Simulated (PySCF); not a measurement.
# C3H5N3O: the cost of one run

Computed with PySCF 2.14.0, with density-fitted response routines of our own, on a single molecule in the gas phase. Atoms count from 0, in the outputs and in this text.

## (1) Starting geometry

12 atoms, charge 0, multiplicity 1; geometry from: GFN2-xTB.

Bonds of the start (Å): C0–O1 1.41, O1–C2 1.34, C2–C3 1.38, C3–N4 1.35, N4–N5 1.27, N5–N6 1.34, N6–C2 1.36, C0–H7 1.09, C0–H8 1.09, C0–H9 1.09, C3–H10 1.07, N6–H11 1.01.

## (2) Ultraviolet spectrum: wB97X-D/def2-SVPD

What the job is given:

```
{"job": {"kind": "uv", "xc": "wB97X-D", "basis": "def2-SVPD", "nstates": 8, "ntriplets": 3}, "charge": 0, "multiplicity": 1}
C     -1.921992     0.062309     0.119723
O     -0.818091    -0.725472     0.518826
C      0.383084    -0.264893     0.130403
C      0.834542     0.823374    -0.590410
N      2.179137     0.741342    -0.649601
N      2.581809    -0.292958    -0.031822
N      1.513507    -0.935951     0.460010
H     -1.984173     0.127047    -0.970111
H     -1.856182     1.070371     0.538372
H     -2.802942    -0.442386     0.510309
H      0.298538     1.625308    -1.051153
H      1.593962    -1.788777     0.989427
```

With the program's defaults for keys left out, this is: TDDFT wB97X-D/def2-SVPD, vertical, gas phase, core orbitals frozen in the response.

On the command line:

```bash
> OMP_NUM_THREADS=1 python probes_run.py task.json out
```

One launch serves the whole session: the jobs run in the order shown.

Q: Estimate the wall time and peak memory of this first job on 1 thread of Arm Neoverse V1, shared host.

About 29 s, with a peak of 0.81 GiB.
